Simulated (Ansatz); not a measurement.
# BFH₄OSSi: a ladder of functionals and wavefunction methods

An exercise on one series of results from a longer session: the logs are not shown, and one member is left open.

Computed with Ansatz 0.2.0, Gaussian basis. Level: functionals in def2-TZVPP, the program's frozen cores in correlated methods.

The runs, in order: PBE-D4, r2SCAN-D4, PBE0-D4, B3LYP-D4, ωB97X-V, ωB97M-V, B2PLYP; CCSD(T)/def2-TZVPP; CCSD(T)/def2-QZVPP; extrapolation to the limit.

### Structure used throughout

All runs share one geometry, relaxed beforehand with PBE0-D4 in a triple-zeta def2 set.

SMILES `FB(S)O[SiH3]`, 9 atoms, charge 0, spin multiplicity 1.

Atoms are counted from 1 here; the program's logs count them from 0.

Bond lengths: F1–B2 1.334 Å, B2–S3 1.811 Å, B2–O4 1.343 Å, S3–H6 1.342 Å, O4–Si5 1.656 Å, Si5–H7 1.483 Å, Si5–H8 1.481 Å, Si5–H9 1.481 Å. Angles: F1–B2–S3 120.1°, F1–B2–O4 120.8°, S3–B2–O4 119.0°, B2–S3–H6 95.1°, B2–O4–Si5 137.7°, O4–Si5–H7 110.8°, O4–Si5–H8 107.6°, O4–Si5–H9 107.6°, H7–Si5–H8 110.3°, H7–Si5–H9 110.3°, H8–Si5–H9 110.2°.

The first run:

Contents of in.yaml:

```yaml
crystal:
  periodic: [false, false, false]
  atoms:
    - {symbol: F, position_ang: [-1.514275, -0.605975, 0.831308]}
    - {symbol: B, position_ang: [-0.550827, -0.943286, -0.027146]}
    - {symbol: S, position_ang: [-0.542788, -2.588920, -0.782739]}
    - {symbol: O, position_ang: [0.423320, -0.075495, -0.344450]}
    - {symbol: Si, position_ang: [0.856520, 1.474060, 0.045294]}
    - {symbol: H, position_ang: [-1.655136, -3.010030, -0.160934]}
    - {symbol: H, position_ang: [-0.102960, 2.061501, 1.011087]}
    - {symbol: H, position_ang: [2.214210, 1.424704, 0.635593]}
    - {symbol: H, position_ang: [0.871937, 2.263452, -1.208024]}
basis:
  gaussian: {orbitals: def2-TZVPP}
hamiltonian: {xc: pbe, dispersion: d4}
output: {forces: true, orbitals: {seedname: orbitals}}
```

Launch:

```console
$ ansatz run in.yaml --threads 2 --pin off --events-out ev --progress --plain --max-ram 22528MiB --backend cpu
```

Among the steps run: PBE-D4 (GGA); r2SCAN-D4 (meta-GGA); PBE0-D4 (hybrid); B3LYP-D4 (hybrid); ωB97X-V (range-separated); ωB97M-V (range-separated); B2PLYP (double hybrid); CCSD(T) in def2-TZVPP; CCSD(T) in def2-QZVPP.

One of the session's tables, all rows but one given; the rest of the session is left out.

| method | atomisation energy (kJ/mol) |
| --- | --- |
| PBE-D4 | 3432.5 |
| r2SCAN-D4 | 3419.5 |
| PBE0-D4 | 3374.8 |
| B3LYP-D4 | 3390.1 |
| ωB97X-V | ? |
| ωB97M-V | 3418.3 |
| B2PLYP | 3364.7 |
| HF/def2-TZVPP | 2558.2 |
| MP2/def2-TZVPP | 3392.2 |
| CCSD/def2-TZVPP | 3261.7 |
| CCSD(T)/def2-TZVPP | 3309.5 |
| MP2/CBS | 3483.0 |
| CCSD(T)/CBS | 3402.4 |

**Question.** Estimate the row for ωB97X-V.

The run gave: atomisation energy (kJ/mol): 3415.8. In the column «atomisation energy (kJ/mol)» it lies between CCSD(T)/CBS (3402.4) and ωB97M-V (3418.3).
